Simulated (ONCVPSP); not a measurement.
# Ni: the cost of one run

The numbers are computed with ONCVPSP 4.0.1.1 (patched build) (PBE, scalar-relativistic, spin-unpolarised reference atom).

### 1 The atom and the settings

Typed settings, in words:

- element: nickel (Ni, Z = 28)
- type: optimised norm-conserving Vanderbilt (ONCV)
- frozen core: [Ne]
- valence charge: 18
- reference configuration: 3s2 3p6 3d8 4s1.5 4p0.5
- partial waves: 3s+4s: rc 1.20 bohr, ncon 4, nbas 7, qcut 10.6 1/bohr, 2 projectors; 3p+4p: rc 1.16 bohr, ncon 4, nbas 9, qcut 13 1/bohr, 2 projectors; 3d: rc 1.48 bohr, ncon 4, nbas 9, qcut 8.8 1/bohr, 1 projector
- local potential: polynomial inside 1.10 bohr (lpopt 5, dvloc0 -1 Ha)
- core correction: not asked for

### 2 Generating the potential

Contents of Ni.dat:

```
# ATOM AND REFERENCE CONFIGURATION
# atsym  z   nc   nv     iexc    psfile
  Ni 28.00    3    5        4      upf
#
#   n    l    f
    1    0    2.00
    2    0    2.00
    2    1    6.00
    3    0    2.00
    3    1    6.00
    3    2    8.00
    4    0    1.50
    4    1    0.50
#
# PSEUDOPOTENTIAL AND OPTIMIZATION
# lmax
    2
#
#   l,   rc,      ep,       ncon, nbas, qcut
    0    1.20    0.00    4    7   10.60
    1    1.16    0.00    4    9   13.00
    2    1.48    0.00    4    9    8.80
#
# LOCAL POTENTIAL
# lloc, lpopt,  rc(5),   dvloc0
    4    5    1.10   -1.00
#
# VANDERBILT-KLEINMAN-BYLANDER PROJECTORs
# l, nproj, debl
    0    2    2.10
    1    2    1.80
    2    1    2.30
#
# MODEL CORE CHARGE
# icmod, fcfact, rcfact
    0    0.00    0.00
#
# LOG DERIVATIVE ANALYSIS
# epsh1, epsh2, depsh
   -6.00    5.00    0.04
#
# OUTPUT GRID
# rlmax, drl
    6.00    0.01
#
# TEST CONFIGURATIONS
# ncnf
    4
# nvcnf
#   n    l    f
    5
    3    0    2.00
    3    1    6.00
    3    2    8.00
    4    0    2.00
    4    1    0.00
#
    5
    3    0    2.00
    3    1    6.00
    3    2    8.00
    4    0    1.00
    4    1    0.00
#
    5
    3    0    2.00
    3    1    6.00
    3    2    8.00
    4    0    0.00
    4    1    0.00
#
    5
    3    0    2.00
    3    1    6.00
    3    2    7.00
    4    0    2.00
    4    1    1.00
#
```

On the command line:

```
$ oncvpsp.x < Ni.dat > Ni.out
```

**Question.** How long does this run take on 1 thread of Neoverse-V1, shared host?

About 4.2 s.
